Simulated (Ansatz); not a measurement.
# Si62Te2 defect cell: levels of theory, part 2 of 2

The task, for Si62Te2 defect cell: compare levels of theory.

Ansatz 0.2.0; DFT LDA, scalar-relativistic, plane waves, PAW, and further levels as typed in the inputs. Earlier steps stand in the parts before.

**4. Relaxing the atoms: PBEsol**

Against the reference cell of the series, the lattice is replaced; atoms are rattled by 0.03 Å.

input.yaml reads:

```yaml
crystal:
  lattice:
    - [10.8672, 0.0, 0.0]
    - [0.0, 10.8672, 0.0]
    - [0.0, 0.0, 10.8672]
  atoms:
    - { symbol: Te, position: [0.0046668665, -0.001286267, 9.06034e-05] }
    - { symbol: Te, position: [0.1261249897, 0.1228220985, 0.6250057022] }
    - { symbol: Si, position: [-2.458e-06, 0.2451559068, 0.2528093474] }
    - { symbol: Si, position: [0.2516577366, -0.0017265597, 0.2495264237] }
    - { symbol: Si, position: [0.2513949298, 0.2492784993, -0.0006701333] }
    - { symbol: Si, position: [0.1209881807, 0.1265309748, 0.1253419857] }
    - { symbol: Si, position: [0.1257576743, 0.3707858753, 0.3795569227] }
    - { symbol: Si, position: [0.3754260588, 0.1239312612, 0.3806014582] }
    - { symbol: Si, position: [0.3748747073, 0.3709952554, 0.1238813277] }
    - { symbol: Si, position: [-0.0063171243, 0.0028969649, 0.4988502807] }
    - { symbol: Si, position: [-0.0020498938, 0.2529606618, 0.7454420396] }
    - { symbol: Si, position: [0.2514781067, -0.005699025, 0.7481720425] }
    - { symbol: Si, position: [0.2466756298, 0.2540359309, 0.504875665] }
    - { symbol: Si, position: [0.1240906202, 0.3773209288, 0.8745031294] }
    - { symbol: Si, position: [0.376568192, 0.1229217171, 0.8702839576] }
    - { symbol: Si, position: [0.3700223646, 0.3760576465, 0.6312047125] }
    - { symbol: Si, position: [0.0007437379, 0.4985517761, 0.0052783206] }
    - { symbol: Si, position: [0.0006550956, 0.7502800187, 0.2506972663] }
    - { symbol: Si, position: [0.2496345594, 0.4991456594, 0.2460386388] }
    - { symbol: Si, position: [0.2513847839, 0.7497383628, 0.0032936338] }
    - { symbol: Si, position: [0.1239818395, 0.619737274, 0.1247250148] }
    - { symbol: Si, position: [0.1296917439, 0.8739415219, 0.3725434605] }
    - { symbol: Si, position: [0.3717049693, 0.6221013228, 0.374171285] }
    - { symbol: Si, position: [0.3717425406, 0.8791343836, 0.124219757] }
    - { symbol: Si, position: [0.0002999348, 0.503970405, 0.5041500622] }
    - { symbol: Si, position: [-0.0005872708, 0.7509164483, 0.7520291149] }
    - { symbol: Si, position: [0.2494676031, 0.4950916165, 0.751807381] }
    - { symbol: Si, position: [0.2524689496, 0.7511470368, 0.497450462] }
    - { symbol: Si, position: [0.1244588469, 0.6233691204, 0.6241726169] }
    - { symbol: Si, position: [0.1285801822, 0.8792225586, 0.8768479963] }
    - { symbol: Si, position: [0.3765148662, 0.6268679025, 0.8749662042] }
    - { symbol: Si, position: [0.3747911234, 0.8731403346, 0.6248457723] }
    - { symbol: Si, position: [0.5062388112, 0.0023990706, -0.0009444485] }
    - { symbol: Si, position: [0.498697199, 0.2476134883, 0.2510334871] }
    - { symbol: Si, position: [0.7510809013, -0.0039838827, 0.2513425773] }
    - { symbol: Si, position: [0.7484279144, 0.2539386074, 0.0004329836] }
    - { symbol: Si, position: [0.6297419668, 0.1237352949, 0.1242049915] }
    - { symbol: Si, position: [0.6258276511, 0.3779150516, 0.3765621756] }
    - { symbol: Si, position: [0.8715947329, 0.1255049158, 0.3750614088] }
    - { symbol: Si, position: [0.8738155129, 0.3732108401, 0.129824363] }
    - { symbol: Si, position: [0.4989222988, -0.0023352546, 0.5017588141] }
    - { symbol: Si, position: [0.5003605979, 0.2497907082, 0.7521568623] }
    - { symbol: Si, position: [0.7513488997, 0.000999862, 0.7526617725] }
    - { symbol: Si, position: [0.7507830069, 0.2482969248, 0.4989998834] }
    - { symbol: Si, position: [0.6235618034, 0.1255789589, 0.6220241141] }
    - { symbol: Si, position: [0.6199414036, 0.3752433605, 0.8713104004] }
    - { symbol: Si, position: [0.8696113679, 0.1260306172, 0.873037066] }
    - { symbol: Si, position: [0.8763696042, 0.3735345248, 0.6219027098] }
    - { symbol: Si, position: [0.4965671447, 0.4985784915, -0.0007547008] }
    - { symbol: Si, position: [0.4977267555, 0.7492239733, 0.2457594349] }
    - { symbol: Si, position: [0.7500399982, 0.495048452, 0.2494648401] }
    - { symbol: Si, position: [0.7519249506, 0.753014407, 0.0047327193] }
    - { symbol: Si, position: [0.6207037112, 0.6270945373, 0.1283300635] }
    - { symbol: Si, position: [0.6277069263, 0.872434508, 0.3761368066] }
    - { symbol: Si, position: [0.880134871, 0.6208666253, 0.3763149782] }
    - { symbol: Si, position: [0.8780705899, 0.8730769903, 0.1266093482] }
    - { symbol: Si, position: [0.4970436934, 0.4977578164, 0.4977443677] }
    - { symbol: Si, position: [0.5005308848, 0.7497488371, 0.7526339311] }
    - { symbol: Si, position: [0.7474042648, 0.4996376003, 0.7526531484] }
    - { symbol: Si, position: [0.7515480819, 0.7463431942, 0.5018363618] }
    - { symbol: Si, position: [0.6236792793, 0.6260638983, 0.6258300586] }
    - { symbol: Si, position: [0.6283660526, 0.8753217755, 0.8698823822] }
    - { symbol: Si, position: [0.8712183643, 0.6270184253, 0.8742868917] }
    - { symbol: Si, position: [0.8781415058, 0.8757548554, 0.6229321286] }
scf:
  occupations: { method: gaussian, width: 0.02 }
output:
  forces: true
  stress: false
  eigenvalues: true
hamiltonian:
  xc: pbesol
relax:
  f_tol: 0.01
  max_steps: 100
kpoints:
  mp_grid: { grid: [2, 2, 2], shift: [0.5, 0.5, 0.5] }
```

Run with:

```sh
$ ansatz run input.yaml --threads 8 --pin off --max-ram 16384MiB --backend cpu --events-out ev --progress --plain --runs-dir out
```

Log, shortened:

```text
Warning: RAYON_NUM_THREADS=8 ignored (pool sized by the plan → 8); use --threads N
[...]
Pseudopotentials: kind: paw
Pseudopotential: Te, paw, valence charge 16, recommended cutoff 420 eV (normal), Te.paw.azcp
Pseudopotential: Si, paw, valence charge 4, recommended cutoff 420 eV (normal), Si.paw.azcp
Functional definition: PBEsol
[...]
Crystal: 64 atoms, lattice volume = 1283.373 Å³
Basis set: ecut = 420 eV, 25173 PW (Γ), exchange–correlation on 150×150×150 points (8 copies of the dense FFT grid, shifted against one another)
Bands: 204, of which v1, the nominal top of the filled ones, is band 140 counted from 1 (139 counted from 0)
Symmetry: 1 space group operations
Space group: P1 (ITA 1), of the structure as read, at distance tolerance 1.1e-4 Å
k-points: 4 of 8 (time reversal used)
[...]
    - { symbol: Si, position: [0.6240313009043065, 0.6236054509763866, 0.12563592345484523] }
    - { symbol: Si, position: [0.6247212366022926, 0.8738081385595456, 0.37587274948232596] }
    - { symbol: Si, position: [0.8741907273038427, 0.6243507932928497, 0.37585697029087994] }
    - { symbol: Si, position: [0.8596338610791282, 0.8591230877767352, 0.14115949462968336] }
    - { symbol: Si, position: [0.5008126431561213, 0.5003894109003668, 0.5000463817268445] }
    - { symbol: Si, position: [0.5004780057661579, 0.7484644607231942, 0.75052275261838] }
    - { symbol: Si, position: [0.7488169891484827, 0.5000497505707603, 0.7504829747809615] }
    - { symbol: Si, position: [0.7490700076974391, 0.7486820670353445, 0.4999989999986843] }
    - { symbol: Si, position: [0.6249527400414613, 0.6245783270163138, 0.625541722286717] }
    - { symbol: Si, position: [0.6235959063471808, 0.8740726290269746, 0.8753300496573773] }
    - { symbol: Si, position: [0.8744205267170715, 0.6231337004234504, 0.8753245526462826] }
    - { symbol: Si, position: [0.8718781042579076, 0.8714750824852262, 0.6270951675632351] }
```

Run time: 51 s. Hardware: 8 threads of AMD EPYC 9R45 (Zen 5), shared host; peak memory 4.7 GiB.

The steps of the relaxation:

| step | energy from step 1 (eV/cell) | largest force component (eV/Å) |
| --- | --- | --- |
| 1 | 0.0000 | 2.9134 |
| 2 | -3.6461 | 0.9532 |
| 3 | -4.1829 | 0.0962 |
| 4 | -4.1917 | 0.0235 |
| 5 | -4.1921 | 0.0063 |

Step 1 is the start.

**5. Relaxing the atoms: r2SCAN**

Against the reference cell of the series, the lattice is replaced; atoms are rattled by 0.03 Å.

input.yaml reads:

```yaml
crystal:
  lattice:
    - [10.8884, 0.0, 0.0]
    - [0.0, 10.8884, 0.0]
    - [0.0, 0.0, 10.8884]
  atoms:
    - { symbol: Te, position: [0.0046577799, -0.0012837626, 9.0427e-05] }
    - { symbol: Te, position: [0.1261227994, 0.122826339, 0.6250056911] }
    - { symbol: Si, position: [-2.4532e-06, 0.2451653384, 0.2528038775] }
    - { symbol: Si, position: [0.251654509, -0.001723198, 0.2495273458] }
    - { symbol: Si, position: [0.2513922138, 0.2492799041, -0.0006688285] }
    - { symbol: Si, position: [0.1209959918, 0.126527994, 0.1253413199] }
    - { symbol: Si, position: [0.125756199, 0.3707940803, 0.3795480503] }
    - { symbol: Si, position: [0.3754252292, 0.1239333421, 0.380590552] }
    - { symbol: Si, position: [0.3748749512, 0.3710030527, 0.1238835058] }
    - { symbol: Si, position: [-0.0063048247, 0.0028913244, 0.4988525192] }
    - { symbol: Si, position: [-0.0020459026, 0.2529548973, 0.745450914] }
    - { symbol: Si, position: [0.2514752287, -0.0056879288, 0.7481756015] }
    - { symbol: Si, position: [0.2466821025, 0.2540280729, 0.5048661719] }
    - { symbol: Si, position: [0.1240923908, 0.3773164099, 0.8745040968] }
    - { symbol: Si, position: [0.3765651387, 0.1229257636, 0.8702931398] }
    - { symbol: Si, position: [0.3700320562, 0.3760555872, 0.6311926318] }
    - { symbol: Si, position: [0.0007422899, 0.4985545958, 0.0052680436] }
    - { symbol: Si, position: [0.0006538202, 0.7502794735, 0.2506959087] }
    - { symbol: Si, position: [0.2496352709, 0.4991473228, 0.2460463517] }
    - { symbol: Si, position: [0.2513820877, 0.7497388722, 0.003287221] }
    - { symbol: Si, position: [0.1239838219, 0.6197475206, 0.1247255502] }
    - { symbol: Si, position: [0.1296826089, 0.8739435827, 0.3725482435] }
    - { symbol: Si, position: [0.3717113848, 0.6221069666, 0.3741728985] }
    - { symbol: Si, position: [0.371748883, 0.8791263338, 0.1242212761] }
    - { symbol: Si, position: [0.0002993508, 0.5039626746, 0.5041419819] }
    - { symbol: Si, position: [-0.0005861273, 0.7509146639, 0.7520251642] }
    - { symbol: Si, position: [0.2494686397, 0.4951011732, 0.751803862] }
    - { symbol: Si, position: [0.2524641425, 0.7511448035, 0.497455426] }
    - { symbol: Si, position: [0.1244599005, 0.6233722958, 0.6241742279] }
    - { symbol: Si, position: [0.1285732115, 0.8792143372, 0.8768443982] }
    - { symbol: Si, position: [0.3765119167, 0.6268642656, 0.87496627] }
    - { symbol: Si, position: [0.3747915301, 0.8731439554, 0.6248460726] }
    - { symbol: Si, position: [0.5062266641, 0.0023943995, -0.0009426096] }
    - { symbol: Si, position: [0.4986997355, 0.2476181349, 0.2510314748] }
    - { symbol: Si, position: [0.7510787968, -0.0039761259, 0.2513399633] }
    - { symbol: Si, position: [0.7484309753, 0.2539309389, 0.0004321406] }
    - { symbol: Si, position: [0.6297327341, 0.1237377573, 0.1242065394] }
    - { symbol: Si, position: [0.6258260397, 0.3779093759, 0.376559134] }
    - { symbol: Si, position: [0.8716013631, 0.1255039327, 0.3750612893] }
    - { symbol: Si, position: [0.8738178192, 0.3732143236, 0.1298149698] }
    - { symbol: Si, position: [0.4989243971, -0.0023307078, 0.5017553897] }
    - { symbol: Si, position: [0.5003598958, 0.2497911157, 0.7521526629] }
    - { symbol: Si, position: [0.7513462733, 0.0009979152, 0.75265659] }
    - { symbol: Si, position: [0.7507814824, 0.2483002408, 0.4990018307] }
    - { symbol: Si, position: [0.6235646036, 0.1255778316, 0.6220299083] }
    - { symbol: Si, position: [0.6199512528, 0.3752428867, 0.8713175842] }
    - { symbol: Si, position: [0.8696218597, 0.1260286106, 0.8730408879] }
    - { symbol: Si, position: [0.8763669375, 0.3735373781, 0.6219087403] }
    - { symbol: Si, position: [0.4965738285, 0.4985812593, -0.0007532313] }
    - { symbol: Si, position: [0.4977311816, 0.7492254842, 0.2457676914] }
    - { symbol: Si, position: [0.7500399203, 0.4950580928, 0.2494658821] }
    - { symbol: Si, position: [0.7519212027, 0.7530085379, 0.0047235046] }
    - { symbol: Si, position: [0.6207120762, 0.6270904592, 0.1283235798] }
    - { symbol: Si, position: [0.6277016558, 0.8724395031, 0.3761345932] }
    - { symbol: Si, position: [0.8801248733, 0.6208746731, 0.3763124179] }
    - { symbol: Si, position: [0.8780646114, 0.8730807345, 0.1266062148] }
    - { symbol: Si, position: [0.4970494494, 0.497762182, 0.4977487595] }
    - { symbol: Si, position: [0.5005298511, 0.7497493261, 0.7526288028] }
    - { symbol: Si, position: [0.7474093188, 0.4996383059, 0.7526479826] }
    - { symbol: Si, position: [0.7515450677, 0.7463503141, 0.5018327863] }
    - { symbol: Si, position: [0.6236818507, 0.6260618269, 0.6258284424] }
    - { symbol: Si, position: [0.6283594988, 0.8753211489, 0.8698923463] }
    - { symbol: Si, position: [0.8712257272, 0.6270144954, 0.8742882802] }
    - { symbol: Si, position: [0.8781353892, 0.8757533857, 0.6229361548] }
scf:
  occupations: { method: gaussian, width: 0.02 }
output:
  forces: true
  stress: false
  eigenvalues: true
hamiltonian:
  xc: r2scan
relax:
  f_tol: 0.01
  max_steps: 100
kpoints:
  mp_grid: { grid: [2, 2, 2], shift: [0.5, 0.5, 0.5] }
```

Run with:

```sh
$ ansatz run input.yaml --threads 8 --pin off --max-ram 16384MiB --backend cpu --events-out ev --progress --plain --runs-dir out
```

Log, shortened:

```text
Warning: RAYON_NUM_THREADS=8 ignored (pool sized by the plan → 8); use --threads N
[...]
[... 1 set-up line as earlier in the session ...]
Pseudopotential: Te, paw, valence charge 16, recommended cutoff 500 eV (meta_gga), Te.paw.azcp
Pseudopotential: Si, paw, valence charge 4, recommended cutoff 500 eV (meta_gga), Si.paw.azcp
Functional definition: r2SCAN
[...]
Crystal: 64 atoms, lattice volume = 1290.899 Å³
Basis set: ecut = 500 eV, 32795 PW (Γ), exchange–correlation on 320×320×320 points (64 copies of the dense FFT grid, shifted against one another)
Bands: 204, of which v1, the nominal top of the filled ones, is band 140 counted from 1 (139 counted from 0)
[... 2 set-up lines as earlier in the session ...]
k-points: 4 of 8 (time reversal used)
[...]
    - { symbol: Si, position: [0.6239773904190249, 0.6235612373248987, 0.12559448283796915] }
    - { symbol: Si, position: [0.624627215214915, 0.8738690691648371, 0.3759276024805272] }
    - { symbol: Si, position: [0.8742805836478432, 0.6242311270350717, 0.37593214444971806] }
    - { symbol: Si, position: [0.8602455410833666, 0.8597476298262872, 0.14052903651860066] }
    - { symbol: Si, position: [0.5008609127716747, 0.5004393161964046, 0.5000950326442052] }
    - { symbol: Si, position: [0.5006995757943381, 0.7483576128228231, 0.7505227033210247] }
    - { symbol: Si, position: [0.7487349201570309, 0.500276537958638, 0.7504987714683438] }
    - { symbol: Si, position: [0.749070136371637, 0.7486662514832719, 0.5001413865735405] }
    - { symbol: Si, position: [0.6249559796466343, 0.6245683491332931, 0.625594728623287] }
    - { symbol: Si, position: [0.6238740295887535, 0.8742225361005718, 0.8753120877369375] }
    - { symbol: Si, position: [0.8745918462349483, 0.6234405030277687, 0.8753103497316658] }
    - { symbol: Si, position: [0.8720922250455714, 0.8716879301055743, 0.6269461221541186] }
```

Wall time 97 s (8 threads of AMD EPYC 9R45 (Zen 5), shared host); peak memory 7.2 GiB.

The steps of the relaxation:

| step | E - E(step 1) (eV/cell) | largest force component (eV/Å) |
| --- | --- | --- |
| 1 | 0.0000 | 2.9766 |
| 2 | -3.7843 | 0.9765 |
| 3 | -4.3362 | 0.1061 |
| 4 | -4.3465 | 0.0217 |
| 5 | -4.3469 | 0.0065 |

Step 1 is the start.

**6. The runs side by side**

This closing draws on all 2 parts.

```
step   level  energy (eV)  gap on the mesh (eV)  time
   2     LDA   -51387.079                  0.00  50 s
   3     PBE   -53376.232                  0.00  52 s
   4  PBEsol   -52332.045                  0.00  51 s
   5  r2SCAN   -53607.371                  0.00  97 s
```

Totals of different systems or levels have different zeros; only balanced differences at one level mean anything.

What this shows: All levels find no gap on the mesh. The runs treat Te without spin-orbit coupling.
